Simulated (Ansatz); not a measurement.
# CH₅Ge−: functionals against CCSD(T) at one geometry

Aim: energy, forces and dipole at a structure displaced at random from a GFN2-xTB minimum, from CCSD(T) and from density functionals.

Program: Ansatz 0.2.0, Gaussian basis. Level of theory: single points in def2-TZVPPD. These are calculated values, not measurements.

Cores are frozen in the correlated methods. Filled d shells of the heavier atoms are correlated.

## (1) Where the work starts

SMILES `[CH2-][GeH3]`, 7 atoms, charge -1, spin multiplicity 1.

Atoms are counted from 1 here; the program's logs count them from 0.

Bond lengths: C1–Ge2 1.763 Å, C1–H3 1.280 Å, C1–H4 1.355 Å, Ge2–H5 1.670 Å, Ge2–H6 1.559 Å, Ge2–H7 1.481 Å. Angles: Ge2–C1–H3 122.0°, Ge2–C1–H4 102.5°, H3–C1–H4 104.9°, C1–Ge2–H5 100.1°, C1–Ge2–H6 145.3°, C1–Ge2–H7 119.8°, H5–Ge2–H6 93.6°, H5–Ge2–H7 94.1°, H6–Ge2–H7 90.4°.

Coordinates:

| atom | x (Å) | y (Å) | z (Å) |
| --- | --- | --- | --- |
| C1 | -0.13600 | -1.19050 | -0.23980 |
| Ge2 | 0.19430 | 0.51230 | 0.07370 |
| H3 | -1.32850 | -1.65170 | -0.29120 |
| H4 | 0.42870 | -1.80010 | 0.83060 |
| H5 | -0.37900 | 1.18700 | -1.34240 |
| H6 | -0.18570 | 1.75380 | 0.93600 |
| H7 | 1.56570 | 1.04170 | -0.10340 |

## (2) CCSD(T)/def2-TZVPPD

Contents of run/in.yaml:

```yaml
crystal:
  periodic: [false, false, false]
  atoms:
    - {symbol: C, position_ang: [-0.136000, -1.190500, -0.239800]}
    - {symbol: Ge, position_ang: [0.194300, 0.512300, 0.073700]}
    - {symbol: H, position_ang: [-1.328500, -1.651700, -0.291200]}
    - {symbol: H, position_ang: [0.428700, -1.800100, 0.830600]}
    - {symbol: H, position_ang: [-0.379000, 1.187000, -1.342400]}
    - {symbol: H, position_ang: [-0.185700, 1.753800, 0.936000]}
    - {symbol: H, position_ang: [1.565700, 1.041700, -0.103400]}
basis:
  gaussian: {orbitals: "def2-TZVPPD.json"}
total_charge: -1
correlation: {method: ccsd_t}
output: {forces: true}
```

The basis file named in the input lies beside it (Basis Set Exchange, JSON).

The command line of these runs was not kept.

## (3) PBE0-D4/def2-TZVPPD

run/in.yaml: that of step 2 with these lines changed.

```diff
@@ -13,3 +13,3 @@
 total_charge: -1
-correlation: {method: ccsd_t}
-output: {forces: true}
+hamiltonian: {xc: pbe0, dispersion: d4}
+output: {forces: true, orbitals: {seedname: orbitals}}
```

## (4) wB97M-V/def2-TZVPPD

run/in.yaml: that of step 3 with these lines changed.

```diff
@@ -13,3 +13,3 @@
 total_charge: -1
-hamiltonian: {xc: pbe0, dispersion: d4}
-output: {forces: true, orbitals: {seedname: orbitals}}
+hamiltonian: {xc: {name: wB97M-V}}
+output: {forces: true}
```

## (5) r2SCAN-D4/def2-TZVPPD

run/in.yaml: that of step 4 with these lines changed.

```diff
@@ -13,3 +13,3 @@
 total_charge: -1
-hamiltonian: {xc: {name: wB97M-V}}
+hamiltonian: {xc: r2scan, dispersion: d4}
 output: {forces: true}
```

## (6) PBE-D4/def2-TZVPPD

run/in.yaml: that of step 5 with these lines changed.

```diff
@@ -13,3 +13,3 @@
 total_charge: -1
-hamiltonian: {xc: r2scan, dispersion: d4}
+hamiltonian: {xc: pbe, dispersion: d4}
 output: {forces: true}
```

## (7) wB97X-V/def2-TZVPPD

run/in.yaml: that of step 6 with these lines changed.

```diff
@@ -13,3 +13,3 @@
 total_charge: -1
-hamiltonian: {xc: pbe, dispersion: d4}
+hamiltonian: {xc: {name: wB97X-V}}
 output: {forces: true}
```

## (8) r2SCAN0-D4/def2-TZVPPD

run/in.yaml: that of step 7 with these lines changed.

```diff
@@ -13,3 +13,3 @@
 total_charge: -1
-hamiltonian: {xc: {name: wB97X-V}}
+hamiltonian: {xc: {name: r2SCAN0}, dispersion: d4}
 output: {forces: true}
```

(Steps that only read results are left out.)

**Question.** What will these runs give? Wanted: RMS force component; RMS force error; HOMO and LUMO, PBE0-D4; T1 diagnostic.

The runs gave:

| quantity | value |
| --- | --- |
| RMS force component | 2.101 to 2.262 eV/Å over the methods |
| RMS force error | PBE0-D4 0.125, wB97M-V 0.095, r2SCAN-D4 0.126, PBE-D4 0.207, wB97X-V 0.119, r2SCAN0-D4 0.127 eV/Å |
| HOMO and LUMO, PBE0-D4 | -0.05 and 4.34 eV |
| T1 diagnostic | 0.014 |

In words: The forces of wB97M-V come nearest to CCSD(T), those of PBE-D4 are farthest. Frozen-core CCSD(T) forces in triple zeta carry basis errors of their own, and this is one geometry, so small gaps rank nothing.
